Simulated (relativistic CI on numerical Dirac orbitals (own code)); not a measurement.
# Ions with 24 electrons, Ru²⁰⁺ to Sn²⁶⁺: levels along an isoelectronic sequence

How do the lowest levels of 24-electron ions move as Z rises from 44 to 50? Each ion is run with the same configurations.

The numbers are computed with relativistic CI on numerical Dirac orbitals (own code) version 4 (Dirac-Coulomb-Breit CI, KLI orbitals optimised for each configuration, model QED (radiative potential, 1s self-energy scaled to tabulated hydrogen-like ionisation energies)), except any that are marked as measured or tabulated.

**1. The atom as given**

```
electrons      : 24
ions           : Ru²⁰⁺, Rh²¹⁺, Pd²²⁺, Ag²³⁺, Cd²⁴⁺, In²⁵⁺, Sn²⁶⁺
configurations : [Ar] 3d6; [Ar] 3d5 4s; [Ne] 3s2 3p5 3d7; [Ne] 3s 3p6 3d7; [Ar] 3d5 4p; [Ne] 3p6 3d8; [Ne] 3p5 3d9
```

**2. Ru²⁰⁺ (Z = 44)**

The run's settings:

```ini
atom Ru  Z=44  charge=20  electrons=24
nucleus A=102  rms_radius_fm=4.4809
hamiltonian dirac-coulomb  breit=on  qed=on  c_scale=1
orbitals kli  potential=per-configuration
slater_scale 1
correlation none
mixing on
configurations
  [Ar] 3d6
  [Ar] 3d5 4s
  [Ne] 3s2 3p5 3d7
  [Ne] 3s 3p6 3d7
  [Ar] 3d5 4p
  [Ne] 3p6 3d8
  [Ne] 3p5 3d9
end
```

Command:

```
> python run_levels.py task.json out
```

The settings of every run stand in task.json; they run in order.

**3. Rh²¹⁺ (Z = 45)**

Changes to the settings of step 2:

```diff
@@ -1,3 +1,3 @@
-atom Ru  Z=44  charge=20  electrons=24
-nucleus A=102  rms_radius_fm=4.4809
+atom Rh  Z=45  charge=21  electrons=24
+nucleus A=103  rms_radius_fm=4.4945
 hamiltonian dirac-coulomb  breit=on  qed=on  c_scale=1
```

**4. Pd²²⁺ (Z = 46)**

Changes to the settings of step 3:

```diff
@@ -1,3 +1,3 @@
-atom Rh  Z=45  charge=21  electrons=24
-nucleus A=103  rms_radius_fm=4.4945
+atom Pd  Z=46  charge=22  electrons=24
+nucleus A=106  rms_radius_fm=4.5318
 hamiltonian dirac-coulomb  breit=on  qed=on  c_scale=1
```

**5. Ag²³⁺ (Z = 47)**

Changes to the settings of step 4:

```diff
@@ -1,3 +1,3 @@
-atom Pd  Z=46  charge=22  electrons=24
-nucleus A=106  rms_radius_fm=4.5318
+atom Ag  Z=47  charge=23  electrons=24
+nucleus A=107  rms_radius_fm=4.5454
 hamiltonian dirac-coulomb  breit=on  qed=on  c_scale=1
```

**6. Cd²⁴⁺ (Z = 48)**

Changes to the settings of step 5:

```diff
@@ -1,3 +1,3 @@
-atom Ag  Z=47  charge=23  electrons=24
-nucleus A=107  rms_radius_fm=4.5454
+atom Cd  Z=48  charge=24  electrons=24
+nucleus A=114  rms_radius_fm=4.6087
 hamiltonian dirac-coulomb  breit=on  qed=on  c_scale=1
```

**7. In²⁵⁺ (Z = 49)**

Changes to the settings of step 6:

```diff
@@ -1,3 +1,3 @@
-atom Cd  Z=48  charge=24  electrons=24
-nucleus A=114  rms_radius_fm=4.6087
+atom In  Z=49  charge=25  electrons=24
+nucleus A=115  rms_radius_fm=4.6156
 hamiltonian dirac-coulomb  breit=on  qed=on  c_scale=1
```

**8. Sn²⁶⁺ (Z = 50)**

Changes to the settings of step 7:

```diff
@@ -1,3 +1,3 @@
-atom In  Z=49  charge=25  electrons=24
-nucleus A=115  rms_radius_fm=4.6156
+atom Sn  Z=50  charge=26  electrons=24
+nucleus A=120  rms_radius_fm=4.6519
 hamiltonian dirac-coulomb  breit=on  qed=on  c_scale=1
```

(Steps that only read results are left out.)

Before running it: what results should come out? Wanted: lowest level, first ion; lowest level, last ion; changes of the lowest level; interval 5D3 to 5D4; mean jj purity of the low levels.

The runs gave:

| quantity | value |
| --- | --- |
| lowest level, first ion | 3d6 5D4 |
| lowest level, last ion | 3d6 5D4 |
| changes of the lowest level | none |
| interval 5D3 to 5D4 | 21370 to 49040 cm⁻¹ |
| mean jj purity of the low levels | 59 to 73 % |

The lowest level stays 3d6 5D4 throughout. The fine-structure interval of 3d6 5D grows as about Z to the power 6.5 over this range, steeper than the fourth power of a bare nucleus, since the screened charge grows faster than Z. The low levels move towards jj coupling (LS purity 77 to 64 %). Only the listed configurations are in the model.
